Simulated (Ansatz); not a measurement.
# H6InNOSi: the cost of one run

Method: RKS PBE/def2-mTZVP, in Ansatz 0.2.0.

1 further run of the same task is left out (it didn't finish).

## Step 1: The structure to begin with

Bond lengths: N1–In2 2.047 Å, In2–O3 1.961 Å, O3–Si4 1.610 Å, N1–H5 1.019 Å, N1–H6 1.016 Å, In2–H7 1.696 Å, Si4–H8 1.476 Å, Si4–H9 1.474 Å, Si4–H10 1.463 Å. Angles: N1–In2–O3 112.8°, N1–In2–H7 136.5°, O3–In2–H7 110.3°, In2–N1–H5 106.7°, In2–N1–H6 114.3°, H5–N1–H6 107.1°, In2–O3–Si4 139.5°, O3–Si4–H8 109.7°, O3–Si4–H9 111.1°, O3–Si4–H10 104.0°, H8–Si4–H9 108.5°, H8–Si4–H10 111.6°, H9–Si4–H10 111.9°.

As a file:

```xyz
10

N    -0.5226    2.1853    0.1559
In    1.0561    0.9946    0.6844
O     0.8525   -0.8562    0.0698
Si   -0.2383   -1.7920   -0.6555
H    -1.3328    1.5741    0.0678
H    -0.7573    2.8959    0.8423
H     2.5760    1.2129    1.4040
H    -1.3835   -2.0128    0.2493
H    -0.7336   -1.1656   -1.8940
H     0.4836   -3.0363   -0.9242
```

## Step 2: Relaxing end A

input.yaml

```yaml
crystal:
  periodic: [false, false, false]
  atoms:
    - { symbol: "N", position_ang: [-0.5226, 2.18531, 0.15587] }
    - { symbol: In, position_ang: [1.05607, 0.99458, 0.68435] }
    - { symbol: O, position_ang: [0.85253, -0.85623, 0.06983] }
    - { symbol: Si, position_ang: [-0.23834, -1.79197, -0.65548] }
    - { symbol: H, position_ang: [-1.3328, 1.57408, 0.06784] }
    - { symbol: H, position_ang: [-0.75729, 2.8959, 0.84234] }
    - { symbol: H, position_ang: [2.57596, 1.21293, 1.40401] }
    - { symbol: H, position_ang: [-1.38352, -2.01275, 0.24933] }
    - { symbol: H, position_ang: [-0.73357, -1.16557, -1.89396] }
    - { symbol: H, position_ang: [0.48356, -3.03627, -0.92415] }
basis:
  gaussian: { orbitals: def2-mTZVP }
hamiltonian:
  xc: pbe
relax:
  f_tol: 0.015
  max_steps: 40
```

The run is started by

```console
$ ansatz run input.yaml --threads 2 --pin off --max-ram 3072MiB --backend cpu --events-out ev --progress --plain --runs-dir out
```

**Question.** How long does this run take on 2 threads of Arm Neoverse V2, shared host, and how much memory does it need?

About 24 s, with a peak of 0.16 GiB.
